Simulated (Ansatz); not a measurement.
This script makes a scan of the energy under strain of ZrB, space group Fm-3m with Ansatz's Python interface.

Script `zrb_strain.py`:
```python
'''A tetragonal strain scan of ZrB.'''

from dataclasses import dataclass

import ansatz as az
import numpy as np
from tabulate import tabulate


@dataclass(frozen=True)
class Settings:
    xc: str = 'PBE'
    tolerance: float = 1e-09
    cutoff: int = 520
    kmesh: tuple[int, ...] = (12, 12, 12)


settings = Settings()

vectors0 = np.array([
    [0.0, 2.456321, 2.456321],
    [2.456321, 0.0, 2.456321],
    [2.456321, 2.456321, 0.0],
])
sites = [
    ('Zr', (0.5, 0.5, 0.5)),
    ('B', (0.0, 0.0, 0.0)),
]


def on_lattice(cell):
    crystal = az.Crystal(lattice=az.Lattice.of(cell))
    for symbol, position in sites:
        crystal = crystal.atom(symbol, position)
    return crystal

# clamped ions: the fractional positions stay as typed
values = np.linspace(-0.03, 0.03, 5)
energies = []
for d in values:
    strain = np.diag([d, d, (1 + d) ** -2 - 1])
    cell = vectors0 @ (np.eye(3) + strain)
    model = (
        on_lattice(cell).calculation()
        .functional(settings.xc)
        .occupations(az.OccupationsMethod.COLD)
        .scf(tolerance=settings.tolerance)
        .basis(settings.cutoff)
        .kpoints(*settings.kmesh)
        .stress()
    )
    rep = model.run().report
    energies.append(rep['free_energy_ev'] / len(sites))
    s = rep['stress_gpa']
    print(f'd = {d:+.4f}  stress xx yy zz xy (GPa, compression positive): {s[0][0]:8.3f} {s[1][1]:8.3f} {s[2][2]:8.3f} {s[0][1]:8.3f}')
energies = np.array(energies)

print(tabulate(zip(values, 1000 * (energies - energies.min())), headers=['strain', 'dE (meV/atom)'], floatfmt='.3f'))
curvature = 2 * np.polyfit(values, energies, 3)[1]
volume = abs(np.linalg.det(vectors0)) / len(sites)
print(f'd2E/dd2 over the volume: {curvature / volume * 160.21766:.1f} GPa')
```

How much energy does this tetragonal strain cost, and what curvature follows?

Against the unstrained cell the energy per atom changes by +72.28 meV at one end of the scan and +73.57 meV at the other, and its second derivative over the volume is 1750.7 GPa.

What the script printed:

`python zrb_strain.py` gives:
```text
DeckWarning: output.stress: scf.convergence.dr2_threshold = 1e-9 eV is looser than the 2e-10 eV advised for a printed stress (1e-10 eV for each atom of the cell: 2). What an SCF threshold leaves in a [...]
d = -0.0300  stress xx yy zz xy (GPa, compression positive):    9.706    9.706  -15.358    0.000
d = -0.0150  stress xx yy zz xy (GPa, compression positive):    4.000    4.000   -8.889    0.000
d = +0.0000  stress xx yy zz xy (GPa, compression positive):   -0.819   -0.819   -0.819   -0.000
d = +0.0150  stress xx yy zz xy (GPa, compression positive):   -4.787   -4.787    8.582    0.000
d = +0.0300  stress xx yy zz xy (GPa, compression positive):   -8.086   -8.086   19.566    0.000
  strain    dE (meV/atom)
--------  ---------------
  -0.030           72.282
  -0.015           18.262
   0.000            0.000
   0.015           18.394
   0.030           73.571
d2E/dd2 over the volume: 1750.7 GPa
```
(Warnings from the package without file and line, shortened.)

Total energies depend on the potentials; only differences at equal settings carry meaning. The curvature belongs to this strain pattern and to the cell's stress; it equals a single elastic constant only for simple patterns. In a metal a curvature from energy changes of a few meV or less hangs on mesh and smearing, in size and even in sign. The structure comes from a database of computed cells and needn't be a stable or known phase. The ions keep their fractional positions (clamped ions). Hardware and time: 9.2 s on 1 thread of Intel(R) Xeon(R) 6975P-C (Granite Rapids), on a shared host, peak memory 0.48 GiB.
